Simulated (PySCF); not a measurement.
**A diatomic session: InBr+**

An exercise on one series of results from a longer session: the logs are not shown, and one member is left open.

Computed with PySCF 2.14.0. Level: In def2-TZVPPD with ECP28, Br def2-TZVPPD, scalar-relativistic core potentials.

Set-up of the first run:

The job is set up so:

```
atoms                         : In, Br
charge                        : 1
basis                         : In def2-TZVPPD with ECP28, Br def2-TZVPPD
Hamiltonian                   : scalar-relativistic core potentials
basis functions               : 113
electrons treated             : 55
masses in u                   : 114.9039, 78.9183
levels                        : PBE0, PBE, r²SCAN, revPBE, B2PLYP, r²SCANh, BHandHLYP, BLYP, ωB97X-V, HF, MP2, SCS-MP2
grid                          : 80 radial by 434 angular points
occupations                   : held fixed by the projection of orbital angular momentum
dissociation limit            : In+ + Br, each in its ground configuration
starting distance in angstrom : 2.605
values of 2S to try           : 1, 3
```

The run is started by

```sh
$ OMP_NUM_THREADS=2 python dia.py task.json out
```

Steps of the session up to this table: Input; PBE0 along the bond; Other states along the same grid; PBE (GGA); r²SCAN; revPBE (GGA); B2PLYP (double hybrid); r²SCANh; BHandHLYP (global hybrid GGA); BLYP (GGA); ωB97X-V (range-separated hybrid); UHF (mean field).

One table of the session follows, with a row left open; its other results are not shown here.

Energy (eV) from each level's lowest point:

| R (Å) | UHF | UHF-MP2 | UHF-SCS-MP2 | PBE | revPBE |
| --- | --- | --- | --- | --- | --- |
| 2.126 | 0.906 | 0.778 | 0.843 | 0.975 | 1.032 |
| 2.225 | 0.356 | 0.286 | 0.328 | 0.430 | 0.467 |
| 2.324 | 0.088 | 0.057 | 0.079 | 0.140 | 0.161 |
| 2.398 | 0.010 | 0.000 | 0.008 | 0.037 | 0.047 |
| 2.472 | 0.000 | 0.007 | 0.000 | 0.000 | 0.001 |
| 2.546 | 0.027 | 0.053 | 0.030 | 0.008 | 0.000 |
| 2.645 | 0.082 | 0.139 | 0.093 | 0.062 | 0.043 |
| 2.769 | ? | ? | ? | ? | ? |
| 2.917 | 0.170 | 0.310 | 0.202 | 0.289 | 0.243 |
| 3.115 | 0.174 | 0.355 | 0.218 | 0.431 | 0.364 |

Estimate the missing values for R (Å) = 2.769.

Worked estimate for «UHF». A straight line through the neighbours (2.645, 0.082) and (2.917, 0.170) gives 0.082 + (0.170 − 0.082) × (2.769 − 2.645) / (2.917 − 2.645) = 0.122; a parabola fitted to 4 rows on both sides gives 0.134.

As computed: UHF: 0.138; UHF-MP2: 0.237; UHF-SCS-MP2: 0.161; PBE: 0.162; revPBE: 0.131. In «UHF» the line misses by -0.016 and the parabola by -0.004.
